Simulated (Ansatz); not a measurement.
**The copper atom (doublet): from Hartree-Fock to the top rungs, def2-TZVPP**

How much of the correlation energy of the copper atom (doublet) does each wave-function method recover here?

Program: Ansatz 0.2.0, Gaussian basis. Level of theory: def2-TZVPP, core rule «outside noble gas», up to 9 orbitals frozen. These are calculated values, not measurements.

The runs, in order: UHF; CCSD(T) on ROHF; CCSD(T) on UHF; CISD; CCSDT(Q) on ROHF; CCSDT(Q) on UHF; CASSCF and MRCISD+Q, 11 electrons in 6 orbitals; CASSCF and MRCISD+Q(relaxed), 11 electrons in 6 orbitals; CASSCF and NEVPT4(SD), 11 electrons in 6 orbitals; CASSCF and NEVPT2, 11 electrons in 6 orbitals.

## (1) The atom

A free atom, in its lowest state of this spin that the program finds.

1 atom, charge 0, spin multiplicity 2.

## (2) UHF

File in.yaml:

```yaml
crystal:
  periodic: [false, false, false]
  atoms:
    - {symbol: Cu, position_ang: [0.000000, 0.000000, 0.000000]}
basis:
  gaussian: {orbitals: def2-TZVPP}
magnetization: {spin_polarized: true, initial_magnetization: 1}
hamiltonian: {xc: hf}
output: {orbitals: {seedname: orbitals}}
```

Command:

```
ansatz run in.yaml --threads 1 --pin off --events-out ev --progress --plain --max-ram 2393MiB
```

After this run come: CCSD(T) on ROHF; CCSD(T) on UHF; CISD; CCSDT(Q) on ROHF; CCSDT(Q) on UHF; CASSCF and MRCISD+Q, 11 electrons in 6 orbitals; CASSCF and MRCISD+Q(relaxed), 11 electrons in 6 orbitals; CASSCF and NEVPT4(SD), 11 electrons in 6 orbitals; CASSCF and NEVPT2, 11 electrons in 6 orbitals.

Before running them: what should the planned runs give, taken together? Wanted: UCCSDT(Q) below the RHF energy; RMP2 from UCCSDT(Q); UMP2 from UCCSDT(Q); RCCSD from UCCSDT(Q); RCCSD(T) from UCCSDT(Q); UCCSD(T) from UCCSDT(Q); RCCSDT(Q) from UCCSDT(Q); NEVPT2 valence from UCCSDT(Q); NEVPT4(SD) valence from UCCSDT(Q).

The runs gave:

| quantity | value |
| --- | --- |
| UCCSDT(Q) below the RHF energy | -11.8365 eV |
| RMP2 from UCCSDT(Q) | -28.92 kcal/mol |
| UMP2 from UCCSDT(Q) | -29.06 kcal/mol |
| RCCSD from UCCSDT(Q) | +9.78 kcal/mol |
| RCCSD(T) from UCCSDT(Q) | -0.89 kcal/mol |
| UCCSD(T) from UCCSDT(Q) | -0.94 kcal/mol |
| RCCSDT(Q) from UCCSDT(Q) | +0.41 kcal/mol |
| NEVPT2 valence from UCCSDT(Q) | +10.51 kcal/mol |
| NEVPT4(SD) valence from UCCSDT(Q) | +9.49 kcal/mol |
| MRCISD+Q valence from UCCSDT(Q) | +9.92 kcal/mol |
| levels within 1 kcal/mol (43 meV) | RCCSD(T), UCCSD(T), RCCSDT, UCCSDT, RCCSDT(Q) |
| T1 diagnostic | 0.023 |
| effectively unpaired electrons | 1.00 |

**Reading.** RCCSD(T) lands -0.89 kcal/mol from the yardstick (0.3 % of the correlation energy). One determinant dominates. Of the multireference levels listed NEVPT4(SD) valence comes nearest in total energy (+9.49 kcal/mol), which doesn't show that its space is the better one. These misses are within one basis, not against nature; the frozen cores of restricted and unrestricted runs differ, which can shift their rows.
